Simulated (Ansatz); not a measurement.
# GaSb: the cost of one run

Method: DFT PBEsol, scalar-relativistic, plane waves, PAW, in Ansatz 0.2.0.

The COD entry's cell or inner coordinates are ideal or old and differ from later refinements, so a difference from it is no clean test against experiment.

1 further run of the same task is left out (set aside as unsound or not needed).

### 1 The system as given

The structure is cubic, space group F-43m (No. 216). Conventional cell: a = 6.118 Å, b = 6.118 Å, c = 6.118 Å, α = 90.00°, β = 90.00°, γ = 90.00°. Ga (site symmetry -43m) has 4 Sb at 2.65 Å as nearest neighbours. Sb (site symmetry -43m) is surrounded by 4 Ga at 2.65 Å.

Structure file:

```
Ga Sb
1.0
     0.00000    3.05900    3.05900
     3.05900    0.00000    3.05900
     3.05900    3.05900    0.00000
Ga Sb
1 1
Direct
  0.00000 0.00000 0.00000
  0.75000 0.75000 0.75000
```

The cell is taken as given, not relaxed at this level.

### 2 The undisturbed cell

Input file input.yaml:

```yaml
crystal:
  lattice:
    - [0.0, 3.059, 3.059]
    - [3.059, 0.0, 3.059]
    - [3.059, 3.059, 0.0]
  atoms:
    - { symbol: Ga, position: [0.0, 0.0, 0.0] }
    - { symbol: Sb, position: [0.75, 0.75, 0.75] }
basis:
  ecutwfc: 420
kpoints:
  mp_grid: { grid: [14, 14, 14] }
hamiltonian:
  xc: pbesol
scf:
  occupations: { method: gaussian, width: 0.15 }
output:
  forces: true
  stress: true
  eigenvalues: true
```

Run with:

```sh
ansatz run input.yaml --threads 1 --pin off --max-ram 1228MiB --backend cpu --events-out ev --progress --plain --runs-dir out
```

What time and memory should one allow on 1 thread of an x86-64 CPU, shared host?

About 11 s, with a peak of 0.45 GiB.
